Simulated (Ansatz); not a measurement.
# Molecular dynamics of Tl

Input:

```yaml
accuracy: low
crystal:
  lattice:
    - [10.38, 0.0, 0.0]
    - [-5.19, 8.989344, 0.0]
    - [0.0, 0.0, 11.06508]
  atoms:
    - { symbol: Tl, position: [-0.04822103, -0.03557525, -0.03043794] }
    - { symbol: Tl, position: [0.14905528, 0.18058151, 0.33577317] }
    - { symbol: Tl, position: [0.00946675, 0.00656273, 0.56550278] }
    - { symbol: Tl, position: [0.13595296, 0.28500234, 0.72193534] }
    - { symbol: Tl, position: [0.03006427, 0.280577, 0.05429635] }
    - { symbol: Tl, position: [0.1411934, 0.58277981, 0.21882892] }
    - { symbol: Tl, position: [-0.0473824, 0.29832172, 0.42422189] }
    - { symbol: Tl, position: [0.02731357, 0.50389856, 0.75827098] }
    - { symbol: Tl, position: [-0.03885978, 0.58472963, -0.00339514] }
    - { symbol: Tl, position: [0.06146732, 0.86407012, 0.22205405] }
    - { symbol: Tl, position: [0.00213569, 0.71887187, 0.52787074] }
    - { symbol: Tl, position: [0.13068179, 0.84232665, 0.82415402] }
    - { symbol: Tl, position: [0.31569586, 0.03043054, 0.04911315] }
    - { symbol: Tl, position: [0.47776628, 0.24355337, 0.23833173] }
    - { symbol: Tl, position: [0.26804871, -0.02205392, 0.51581981] }
    - { symbol: Tl, position: [0.45819193, 0.19997681, 0.78010668] }
    - { symbol: Tl, position: [0.32380091, 0.32709547, -0.05675905] }
    - { symbol: Tl, position: [0.37377461, 0.47941732, 0.22573114] }
    - { symbol: Tl, position: [0.38845415, 0.29526827, 0.53926447] }
    - { symbol: Tl, position: [0.43815737, 0.5826304, 0.76437627] }
    - { symbol: Tl, position: [0.27427802, 0.67536391, -0.02855898] }
    - { symbol: Tl, position: [0.43976073, 0.92302779, 0.27894133] }
    - { symbol: Tl, position: [0.23105149, 0.63910433, 0.45426225] }
    - { symbol: Tl, position: [0.42210569, 0.89921036, 0.74245306] }
    - { symbol: Tl, position: [0.58976118, -0.07128926, -0.02714605] }
    - { symbol: Tl, position: [0.7407961, 0.16164634, 0.18662969] }
    - { symbol: Tl, position: [0.59349133, 0.03374377, 0.52830546] }
    - { symbol: Tl, position: [0.77446846, 0.22423316, 0.83889396] }
    - { symbol: Tl, position: [0.66224567, 0.34736716, 0.03158506] }
    - { symbol: Tl, position: [0.85585185, 0.55658647, 0.25976179] }
    - { symbol: Tl, position: [0.70362057, 0.35458082, 0.47208963] }
    - { symbol: Tl, position: [0.72936486, 0.53828478, 0.71485765] }
    - { symbol: Tl, position: [0.62870917, 0.62532481, 0.033379] }
    - { symbol: Tl, position: [0.77843909, 0.90677925, 0.27484021] }
    - { symbol: Tl, position: [0.66404288, 0.69338494, 0.50809197] }
    - { symbol: Tl, position: [0.76097211, 0.92326647, 0.73016041] }
basis:
  ecutwfc: 420.0
kpoints:
  mp_grid: { grid: [1, 1, 1] }
hamiltonian:
  xc: pbesol
scf:
  occupations: { method: fermi_dirac, width: 0.1 }
  lower_state_search: "off"
md:
  timestep: 3
  n_steps: 300
  ensemble: npt_langevin
  temperature: 630.0
  initial_velocities: maxwell_boltzmann
  seed: 934736
  friction: 0.01
  pressure: 10.0
  fix_cell: [shape]
```

Launched with:

```bash
$ ansatz run input.yaml --threads 4 --pin off --max-ram 10240MiB --backend cpu --events-out ev --progress --plain --runs-dir out
```

It goes on from the last frame of an earlier run, with new velocities.

Output, in part (step lines):

```
md step     0: t =     0.00 fs  T =   612.5 K  F+E_penalty+E_count = -406635.52457593 eV  E_kin = 2.850183 eV  conserved = -406568.60906921 eV  P_inst = 4.7157 GPa  V = 1032.4759 Å³  selection 1  (10 SCF iters)
md step     1: t =     3.00 fs  T =   607.6 K  F+E_penalty+E_count = -406635.51696180 eV  E_kin = 2.827308 eV  conserved = -406568.60906528 eV  P_inst = 4.7309 GPa  V = 1032.0167 Å³  selection 1  (7 SCF iters)
md step     2: t =     6.00 fs  T =   565.9 K  F+E_penalty+E_count = -406635.49633768 eV  E_kin = 2.633528 eV  conserved = -406568.60897883 eV  P_inst = 4.7552 GPa  V = 1031.0108 Å³  selection 1  (7 SCF iters)
md step     3: t =     9.00 fs  T =   575.9 K  F+E_penalty+E_count = -406635.47627787 eV  E_kin = 2.680021 eV  conserved = -406568.60903724 eV  P_inst = 4.8163 GPa  V = 1029.7058 Å³  selection 1  (7 SCF iters)
md step     4: t =    12.00 fs  T =   575.9 K  F+E_penalty+E_count = -406635.44987584 eV  E_kin = 2.680065 eV  conserved = -406568.60910819 eV  P_inst = 4.8946 GPa  V = 1027.9432 Å³  selection 1  (7 SCF iters)
md step     5: t =    15.00 fs  T =   520.8 K  F+E_penalty+E_count = -406635.40904013 eV  E_kin = 2.423546 eV  conserved = -406568.60908518 eV  P_inst = 4.9776 GPa  V = 1025.5671 Å³  selection 1  (5 SCF iters)
md step     6: t =    18.00 fs  T =   479.1 K  F+E_penalty+E_count = -406635.34542314 eV  E_kin = 2.229396 eV  conserved = -406568.60917554 eV  P_inst = 5.1081 GPa  V = 1022.4252 Å³  selection 1  (5 SCF iters)
md step     7: t =    21.00 fs  T =   479.2 K  F+E_penalty+E_count = -406635.27214475 eV  E_kin = 2.230002 eV  conserved = -406568.60915024 eV  P_inst = 5.2797 GPa  V = 1018.8431 Å³  selection 1  (5 SCF iters)
[... lines left out ...]
```

The steps, from the saved trajectory:

```tsv
time (fs)	T (K)	potential energy less start (eV)	conserved less start (meV/atom)	P (GPa)	volume (Å³)
0	612	0.000	0.00	4.7	1032.5
30	565	0.534	-0.03	6.0	1005.7
60	814	2.684	-0.06	9.8	947.0
90	795	5.778	-0.01	13.9	901.4
120	765	5.650	0.01	14.0	896.2
150	856	2.867	-0.02	11.2	919.2
180	773	0.205	-0.02	7.9	956.5
210	725	-0.973	0.01	6.3	980.4
240	739	-0.498	0.00	7.2	970.0
270	667	0.931	0.01	9.5	940.6
300	705	1.454	0.02	10.7	926.3
330	646	0.977	0.02	10.7	922.2
360	710	0.334	0.01	10.5	923.0
390	628	-0.249	0.01	9.8	932.4
420	663	-0.529	0.03	9.2	943.0
450	783	-0.621	0.01	9.2	943.7
480	739	-0.393	0.00	9.6	937.7
510	686	0.391	0.01	10.6	926.0
540	694	0.630	0.01	11.0	923.9
570	845	0.232	0.01	10.6	929.0
600	654	-0.305	0.02	9.8	937.9
630	642	-0.794	0.01	9.4	943.6
660	639	-1.494	0.02	8.6	953.4
690	790	-1.344	0.01	9.0	950.2
720	554	-0.640	0.02	9.9	939.0
750	473	0.254	0.02	11.1	925.4
780	624	0.491	0.02	11.8	916.5
810	765	0.073	-0.01	11.7	916.4
840	678	-0.473	0.01	11.0	922.9
870	625	-1.453	0.01	9.4	940.2
900	603	-2.110	0.01	8.3	953.5
```

All steps were run. The conserved energy stayed within 0.076 meV per atom of its start (net change 0.012 meV per atom), so the integration is sound. A run of 0.9 ps of so small a system gives no equilibrium averages. Limits of this set-up: coarse k mesh, low accuracy level. The cell's volume went from 1032 to 953 Å³.

Mean squared displacements from the first frame to the last, about the centre of mass, the cell's change included: Tl 0.74 Å².

Last frame:

```xyz
36
Lattice="10.1082 0.0000 0.0000 -5.0541 8.7539 0.0000 0.0000 0.0000 10.7753" Properties=species:S:1:pos:R:3
Tl -0.764 0.118 -0.890
Tl 0.819 1.552 2.897
Tl -0.577 0.048 5.239
Tl -0.730 1.854 7.367
Tl -0.933 2.648 0.747
Tl -0.999 5.186 2.908
Tl -1.729 2.658 4.383
Tl -2.045 4.532 7.567
Tl -3.319 4.543 0.585
Tl -4.018 7.271 2.548
Tl -4.365 6.433 6.325
Tl -3.663 6.914 9.081
Tl 2.182 0.476 0.488
Tl 3.345 2.536 3.846
Tl 2.524 -0.089 5.583
Tl 4.247 1.041 8.572
Tl 1.402 2.549 -1.330
Tl 1.676 4.516 1.510
Tl 2.461 2.822 6.755
Tl 1.372 5.354 8.967
Tl -1.051 6.305 -0.379
Tl -0.515 8.205 2.261
Tl 0.279 4.851 5.389
Tl -0.589 7.224 7.530
Tl 6.572 -0.645 -0.167
Tl 6.758 1.725 2.149
Tl 5.701 0.388 4.630
Tl 6.760 2.543 9.459
Tl 4.147 2.654 0.700
Tl 5.661 4.347 3.520
Tl 5.637 2.899 6.119
Tl 4.394 4.486 8.368
Tl 4.249 6.149 0.450
Tl 2.971 7.815 2.582
Tl 3.199 5.661 5.100
Tl 2.357 8.223 7.450
```

The run took 19 min on 4 threads of Intel(R) Xeon(R) Platinum 8259CL CPU @ 2.50GHz (Skylake/Cascade Lake), on a shared host, peak memory 1.3 GiB.
